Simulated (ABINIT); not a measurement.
I:

```xyz
4
Lattice="3.6350 -2.3950 0.0000 3.6350 2.3950 0.0000 0.0000 0.0000 9.7934" Properties=species:S:1:pos:R:3 pbc="T T T"
I     3.6350   -0.7152    3.7646
I     3.6350    1.6799    1.1321
I     3.6350    0.7152    6.0288
I     3.6350   -1.6799    8.6613
```

Base run:

- Program: ABINIT 10.8.3 (patched build)
- Functional: PBE
- Potentials or basis: PseudoDojo NC SR PBE v0.5 standard
- Cutoff: 952 eV
- k mesh: 5 × 5 × 2
- Occupations: fermi-dirac, width 0.05 eV
- Spin: no spin polarisation

Its results: band gap on the k mesh 1.31 eV, indirect (least direct gap 1.38 eV); pressure 1.6 GPa; largest force 0.808 eV/Å.

**Question.** The run is repeated on the same cell with these changes: functional from PBE to LDA; potentials or basis from PseudoDojo NC SR PBE v0.5 standard to PseudoDojo NC SR LDA v0.4.1 standard; cutoff from 952 eV to 707 eV. What comes out?

**Answer.** Band gap on the k mesh 1.22 eV, indirect (least direct gap 1.29 eV); pressure -1.2 GPa; largest force 0.799 eV/Å.

Caveats: spin-orbit coupling is left out, which moves the levels of the heavy elements; an odd mesh through Γ misses points on the zone boundary, where band edges often lie.

Not every run made on this cell is shown here.
